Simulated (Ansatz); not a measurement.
**TaV2: properties at the relaxed cell**

One table from this session's results is given with a row withheld; the runs are named, their logs left out.

Computed with Ansatz 0.2.0 (DFT PBEsol, scalar-relativistic, plane waves, PAW, unless a step's input says otherwise).

### The system as given

The structure is cubic, space group Fd-3m (No. 227). The conventional cell has a = 7.050 Å, b = 7.050 Å, c = 7.050 Å, α = 90.00°, β = 90.00°, γ = 90.00°. Ta (site symmetry -43m) has 12 V at 2.92 Å and 4 Ta at 3.05 Å in its first shell of neighbours. V (site symmetry -3m) has 6 V at 2.49 Å and 6 Ta at 2.92 Å in its first shell of neighbours.

Coordinates:

```cif
data_structure
_symmetry_space_group_name_H-M 'P 1'
_symmetry_Int_Tables_number 1
_cell_length_a 4.9854
_cell_length_b 4.9854
_cell_length_c 4.9854
_cell_angle_alpha 60.000
_cell_angle_beta 60.000
_cell_angle_gamma 60.000
_cell_volume 87.62
loop_
_atom_site_label
_atom_site_type_symbol
_atom_site_fract_x
_atom_site_fract_y
_atom_site_fract_z
_atom_site_occupancy
Ta1 Ta 0.50000 0.50000 0.50000 1
Ta2 Ta 0.75000 0.75000 0.75000 1
V1 V 0.12500 0.12500 0.12500 1
V2 V 0.62500 0.12500 0.12500 1
V3 V 0.12500 0.12500 0.62500 1
V4 V 0.12500 0.62500 0.12500 1
```

It is the result of an earlier relaxation at this level (volume 14.60 Å³/atom; gap on the mesh: none (metal)).

The first run:

input.yaml reads:

```yaml
crystal:
  lattice:
    - [0.0, 3.4896248292, 3.4896248292]
    - [3.4896248292, 0.0, 3.4896248292]
    - [3.4896248292, 3.4896248292, 0.0]
  atoms:
    - { symbol: Ta, position: [0.5, 0.5, 0.5] }
    - { symbol: Ta, position: [0.75, 0.75, 0.75] }
    - { symbol: V, position: [0.125, 0.125, 0.125] }
    - { symbol: V, position: [0.625, 0.125, 0.125] }
    - { symbol: V, position: [0.125, 0.125, 0.625] }
    - { symbol: V, position: [0.125, 0.625, 0.125] }
basis:
  ecutwfc: 420
kpoints:
  mp_grid: { grid: [10, 10, 10] }
hamiltonian:
  xc: pbesol
scf:
  occupations: { method: gaussian, width: 0.1 }
output:
  forces: true
  stress: true
  eigenvalues: true
```

On the command line:

```console
$ ansatz run input.yaml --threads 1 --pin off --max-ram 2560MiB --backend cpu --events-out ev --progress --plain --runs-dir out
```

Among the steps run: Volume × 0.97; Volume × 1.03; Point at V/V0 = 0.94; Volume × 1.06.

One table of the session follows, with a row left open; its other results are not shown here.

It belongs to the step «Fit of the equation of state». 

| volume (Å³/atom) | energy above the lowest point (meV/atom) | pressure (GPa) |
| --- | --- | --- |
| 13.727 | 37.9 | 14.79 |
| 14.165 | 8.8 | 6.84 |
| 14.603 | 0.0 | 0.00 |
| 15.041 | ? | ? |
| 15.479 | 31.9 | -10.95 |

Estimate the missing values for volume (Å³/atom) = 15.041.

Worked estimate for «energy above the lowest point (meV/atom)». A straight line through the neighbours (14.603, 0.0) and (15.479, 31.9) gives 0.0 + (31.9 − 0.0) × (15.041 − 14.603) / (15.479 − 14.603) = 16.0; a parabola fitted to 3 rows on both sides gives 7.7.

As computed: energy above the lowest point (meV/atom): 8.5; pressure (GPa): -5.88. In «energy above the lowest point (meV/atom)» the line misses by +7.5 and the parabola by -0.8.
